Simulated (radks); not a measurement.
# The Coulomb parameter U of the 3d shell of Ti⁺

An exercise on one series of results from a longer session: the logs are not shown, and one member is left open.

Method: scalar-relativistic Kohn-Sham, r2SCAN, spin-unpolarised, spherical densities, finite nucleus. Code: radks (a radial shooting solver on a logarithmic mesh, Libxc functionals) version 1.

## The atom as given

| Property | Result |
| --- | --- |
| element | titanium (Z = 22) |
| charge | +1 |
| electrons | 21 |
| configuration | [Ar] 3d1.5 4s1.5 |
| nuclear rms radius | 3.5921 fm |

The first run:

Input:

```text
Z 22
configuration [Ar] 3d1.5 4s1.5
relativity scalar-relativistic
functional r2scan,r2scan
spin unpolarised
nucleus finite rms 3.5921 fm
c 137.035999084
```

Steps of the session up to this table: Start: [Ar] 3d1.5 4s1.5.

One table of the session follows, with a row left open; its other results are not shown here.

It belongs to the step «Start: [Ar] 3d1.5 4s1.5». Radial moments (bohr):

```
level      <r>  outermost maximum (interpolated)  90 % within  nodes
   1s  0.06960                            0.0456        0.124      0
   2s   0.3240                             0.268        0.503      1
   2p   0.2896                             0.220        0.476      0
   3s    1.002                             0.867         1.50      2
   3p        ?                                 ?            ?      ?
   3d    1.437                             0.962         2.48      0
   4s    3.133                              2.73         4.59      3
```

**Question.** Estimate the row for 3p.

The run gave: <r>: 1.076; outermost maximum (interpolated): 0.899; 90 % within: 1.65; nodes: 1. In the column «<r>» it lies between 3s (1.002) and 3d (1.437).
